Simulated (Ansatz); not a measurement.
Run this with Ansatz 0.2.0, Python API and show what comes out.

`spin_bh5o2si.py`
```python
"""Gap between spin states of BH5O2Si at one geometry."""

import ansatz

mol = (
    ansatz.Crystal.molecule()
    .atom("O", (-1.8729, -0.2043, 1.0151))
    .atom("B", (-1.238, 0.3639, -0.1749))
    .atom("O", (-0.4398, -0.5136, -1.0114))
    .atom("Si", (1.2716, -0.3306, -0.4045))
    .atom("H", (-1.2941, -0.0025, 1.7361))
    .atom("H", (-1.4122, 1.5036, -0.5064))
    .atom("H", (1.6626, 1.0615, -0.5134))
    .atom("H", (1.3063, -0.7571, 0.9977))
    .atom("H", (2.105, -1.1672, -1.1554))
)

setup = mol.calculation().basis(gaussian="def2-SVPD").functional("r2scan0")
found = {}
for unpaired in [0, 2]:
    report = setup.spin("collinear", total=unpaired).run().report
    s = unpaired / 2
    found[unpaired] = report["free_energy_ev"]
    print(f"2S+1 = {unpaired + 1}: E = {found[unpaired]:.5f} eV, <S^2> = {abs(report['mean_field']['state']['spin_squared']):.3f} (pure state {s * (s + 1):.2f})")
lowest = min(found, key=found.get)
for unpaired, e in found.items():
    print(f"multiplicity {unpaired + 1}: {96.485332 * (e - found[lowest]):.1f} kJ/mol above the lowest")
```

```console
$ python spin_bh5o2si.py
2S+1 = 1: E = -12721.55194 eV, <S^2> = 0.000 (pure state 0.00)
2S+1 = 3: E = -12716.20901 eV, <S^2> = 2.013 (pure state 2.00)
multiplicity 1: 0.0 kJ/mol above the lowest
multiplicity 3: 515.5 kJ/mol above the lowest
```

In order: multiplicity 1 (+0.00 eV) and multiplicity 3 (+5.34 eV), all at the one geometry.

Caveats:
- Total energies depend on the basis set; only differences at equal settings carry meaning.
- The geometry is a force-field or estimated start, not a minimum of this method, and the basis set is short of its limit. All parts are taken at fixed geometry, without zero-point energy.
- Hardware and time: 57 s on 1 thread of Arm Neoverse V1, on a shared host, peak memory 0.55 GiB.
